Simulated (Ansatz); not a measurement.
What does this script print? It uses Ansatz 0.2.0 through its Python package.

Script `run_x2c.py`:
```python
"""Scalar relativity in AsH3."""

import ansatz as az
from ase import Atoms
import numpy as np

atoms = Atoms(["As", "H", "H", "H"], positions=[
    (-0.22182, 0.50373, -0.35727),
    (0.33966, 0.59413, 1.02703),
    (-1.01983, -0.68904, 0.06761),
    (0.90199, -0.40881, -0.73737),
])
geometry = az.Crystal.molecule_from_ase(atoms)

model = geometry.calculation().functional("PBE").forces()
# a set contracted for a scalar-relativistic Hamiltonian goes with the relativistic run
sets = {"none": "cc-pVTZ", "scalar": "cc-pVTZ-DK"}
found = {kind: model.basis(gaussian=basis).pseudopotentials(relativity=kind).run(threads=1, backend="cpu").report for kind, basis in sets.items()}
for kind, each in found.items():
    dipole = 4.803205 * np.linalg.norm(each["charge_distribution"]["dipole_moment_e_ang"])
    print(f"{kind:7s} E = {each['free_energy_ev']:.4f} eV  dipole {dipole:.3f} D  largest force component {np.abs(each['forces_ev_ang']).max():.4f} eV/A")
print(f"relativity lowers the total energy by {found['none']['free_energy_ev'] - found['scalar']['free_energy_ev']:.3f} eV")
```

`python run_x2c.py` gives:
```text
none    E = -60881.5735 eV  dipole 0.339 D  largest force component 0.7084 eV/A
scalar  E = -61559.1721 eV  dipole 0.239 D  largest force component 0.6782 eV/A
relativity lowers the total energy by 677.599 eV
```

The total moves by -677.6 eV, nearly all in the cores, and the dipole from 0.34 to 0.24 D.

Notes:
- Total energies depend on the basis set; only differences at equal settings carry meaning.
- The geometry is a force-field or estimated start, not a minimum of this method. The basis set changes with the Hamiltonian (a set recontracted for scalar relativity), and most of the change in the total lies in the cores.
- Finished in 2.5 s on 1 thread of Arm Neoverse V2 (shared host), peak memory 0.19 GiB.
